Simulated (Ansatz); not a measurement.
# Ga4AsP3: the cost of one run

The runs shown are made with Ansatz 0.2.0. PAW datasets, plane waves, zero pressure. No spin polarisation and no zero-point or thermal motion; the cell was built from a prototype and may be hypothetical.

## (1) The cell

This is the cell as the run starts from it, not yet at rest; its lengths are not the crystal's.

The symmetry is Pm (No. 6, monoclinic); a = 6.096 Å, b = 3.733 Å, c = 6.466 Å, β = 90.0° in the conventional setting, 18.39 Å³ an atom. Around P lie 4 Ga at 2.29 Å; around As lie 4 Ga at 2.29 Å; around Ga lie 3 P at 2.29 Å and 1 As at 2.29 Å.

As a file:

Space group Pm (No. 6). a = 6.096 Å, b = 3.733 Å, c = 6.466 Å, α = 90.00°, β = 90.00°, γ = 90.00°
```
atom  site  symmetry       x       y       z
   P    1a         m  0.0000  0.0000  0.3333
   P    1b         m  0.0000  0.5000  0.8333
   P    1b         m  0.5000  0.5000  0.1667
  As    1a         m  0.5000  0.0000  0.6667
  Ga    1a         m  0.3750  0.0000  0.3333
  Ga    1b         m  0.3750  0.5000  0.8333
  Ga    1b         m  0.8750  0.5000  0.1667
  Ga    1a         m  0.8750  0.0000  0.6667
```

## (2) Relaxation with PBE

Contents of input.yaml:

```yaml
crystal:
  lattice:
    - [6.0960921939, 0.0, 0.0]
    - [0.0, 3.7330631928, 0.0]
    - [0.0, 0.0, 6.4658551178]
  atoms:
    - { symbol: P, position: [0.0, 0.0, 0.3333333333] }
    - { symbol: P, position: [0.0, 0.5, 0.8333333333] }
    - { symbol: P, position: [0.5, 0.5, 0.1666666667] }
    - { symbol: As, position: [0.5, 0.0, 0.6666666667] }
    - { symbol: Ga, position: [0.375, 0.0, 0.3333333333] }
    - { symbol: Ga, position: [0.375, 0.5, 0.8333333333] }
    - { symbol: Ga, position: [0.875, 0.5, 0.1666666667] }
    - { symbol: Ga, position: [0.875, 0.0, 0.6666666667] }
kpoints:
  mp_grid: { grid: [4, 6, 4] }
hamiltonian:
  xc: pbe
scf:
  occupations: { method: fermi_dirac, width: 0.02 }
relax:
  f_tol: 0.005
  cell: {}
```

Started as:

```console
ansatz run input.yaml --threads 4 --pin off --max-ram 6451MiB --backend cpu --events-out ev --progress --plain --runs-dir out
```

What time and memory should one allow on 4 threads of Intel Xeon Platinum 8375C at 2.90GHz (Ice Lake), shared host?

About 40 s, with a peak of 0.69 GiB.
